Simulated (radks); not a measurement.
# Mo⁴⁺ in [Ar] 3d10 4s1 4p6 4d2 5p1: an all-electron calculation

An exercise on one series of results from a longer session: the logs are not shown, and one member is left open.

Program: radks (a radial shooting solver on a logarithmic mesh, Libxc functionals) version 1. Level of theory: scalar-relativistic Kohn-Sham, BLYP, spin-unpolarised, spherical densities, point nucleus. These are calculated values, not measurements, unless marked.

## Starting point

- element: molybdenum (Z = 42)
- charge: +4
- electrons: 38
- configuration: [Ar] 3d10 4s1 4p6 4d2 5p1

Outer shells as boxes (Hund's rule):

Mo⁴⁺
```
[Ar] core
3d [↑↓][↑↓][↑↓][↑↓][↑↓]
4s [↑ ]
4p [↑↓][↑↓][↑↓]
4d [↑ ][↑ ][  ][  ][  ]
5p [↑ ][  ][  ]
```

The first run:

The run's settings:

```text
Z 42
configuration [Ar] 3d10 4s1 4p6 4d2 5p1 5s0 4f0 5d0 6p0
relativity scalar-relativistic
functional b88,lyp
spin unpolarised
nucleus point
c 137.035999084
```

Command:

```sh
$ python run_ks.py task.json out
```

The same process makes all the runs of this session.

Steps of the session up to this table: Self-consistent calculation.

One of the session's tables, all rows but one given; the rest of the session is left out.

It belongs to the step «Shells». From the orbitals of this run (lengths in bohr):

```
level      <r>  outermost maximum (interpolated)  90 % within  nodes
   1s  0.03517                            0.0229       0.0630      0
   2s   0.1537                             0.130        0.237      1
   2p        ?                                 ?            ?      ?
   3s   0.4287                             0.383        0.633      2
   3p   0.4303                             0.377        0.650      1
   3d   0.4144                             0.322        0.662      0
   4s    1.072                             0.975         1.55      3
   4p    1.169                              1.05         1.71      2
   4d    1.451                              1.23         2.20      1
   5s    2.439                              2.28         3.45      4
   5p    2.748                              2.57         3.91      3
   5d    3.518                              3.34         5.03      2
   4f    2.644                              2.22         4.12      0
   6p    5.028                              5.05         7.01      4
```

Q: Estimate the row for 2p from the others.

The run gave: <r>: 0.1339; outermost maximum (interpolated): 0.104; 90 % within: 0.218; nodes: 0. In the column «<r>» it lies between 1s (0.03517) and 2s (0.1537).
